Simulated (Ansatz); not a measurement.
# Si3Br: the cost of one run

Method: DFT PBE, scalar-relativistic, plane waves, PAW, in Ansatz 0.2.0.

1 further run of the same task is left out (set aside as unsound or not needed).

**1. The structure to begin with**

Symmetry: I4/mmm, No. 139, tetragonal system. Conventional cell: a = 3.669 Å, b = 3.669 Å, c = 12.448 Å, α = 90.00°, β = 90.00°, γ = 90.00°. Si (site symmetry 4/mmm) has 4 Br at 2.59 Å as nearest neighbours. Si (site symmetry -4m2) has 4 Si at 2.59 Å as nearest neighbours. Br (site symmetry 4/mmm) is surrounded by 4 Si at 2.59 Å.

As a file:

```
CELL_PARAMETERS angstrom
-1.83475 1.83475 6.22384
1.83475 -1.83475 6.22384
1.83475 1.83475 -6.22384
ATOMIC_POSITIONS crystal
Si 0.50000 0.50000 0.00000
Si 0.75000 0.25000 0.50000
Si 0.25000 0.75000 0.50000
Br 0.00000 0.00000 0.00000
```

It is the end of an earlier relaxation with the same method, from a database cell with other species swapped in; it needn't be the stable form of this composition. At a tolerance of 0.05 Å it has space group I4/mmm (No. 139); it has 20.95 Å³/atom, an uncorrected energy of +0.79 eV/atom over the elements.

**2. Static run: bands, density of states and charges**

File input.yaml:

```yaml
crystal:
  lattice:
    - [-1.8347499421, 1.8347499421, 6.2238379492]
    - [1.8347499421, -1.8347499421, 6.2238379492]
    - [1.8347499421, 1.8347499421, -6.2238379492]
  atoms:
    - { symbol: Si, position: [0.5, 0.5, 0.0] }
    - { symbol: Si, position: [0.75, 0.25, 0.5] }
    - { symbol: Si, position: [0.25, 0.75, 0.5] }
    - { symbol: Br, position: [0.0, 0.0, 0.0] }
basis:
  ecutwfc: 420
kpoints:
  mp_grid: { grid: [18, 18, 18] }
  band_path:
    path:
      - [[0.0, 0.0, 0.0], [0.0, 0.0, 0.5], [0.25, 0.25, 0.25], [0.0, 0.5, 0.0], [0.0, 0.0, 0.0], [0.5, 0.5, -0.5], [0.27172587, 0.72827413, -0.27172587]]
      - [[-0.27172587, 0.27172587, 0.27172587], [0.0, 0.0, 0.0]]
      - [[0.0, 0.0, 0.5], [-0.04345174, 0.04345174, 0.5]]
      - [[0.5, 0.5, -0.04345174], [0.5, 0.5, -0.5]]
    npoints: 14
hamiltonian:
  xc: pbe
scf:
  occupations: { method: gaussian, width: 0.1 }
  n_extra_bands: 10
output:
  forces: true
  stress: true
  eigenvalues: true
  populations: true
  dos: { projected: true, de: 0.02, nscf_kmesh: { grid: [22, 22, 22] } }
  bader: true
  write_density: true
  write_potential: true
  elf: true
  volumetric_format: npy
```

The run is started by

```sh
> ansatz run input.yaml --threads 1 --pin off --max-ram 2560MiB --backend cpu --events-out ev --progress --plain --runs-dir out
```

**Question.** How long does this run take on 1 thread of Intel Xeon 6975P-C (Granite Rapids), shared host, and how much memory does it need?

About 72 s, with a peak of 1.2 GiB.
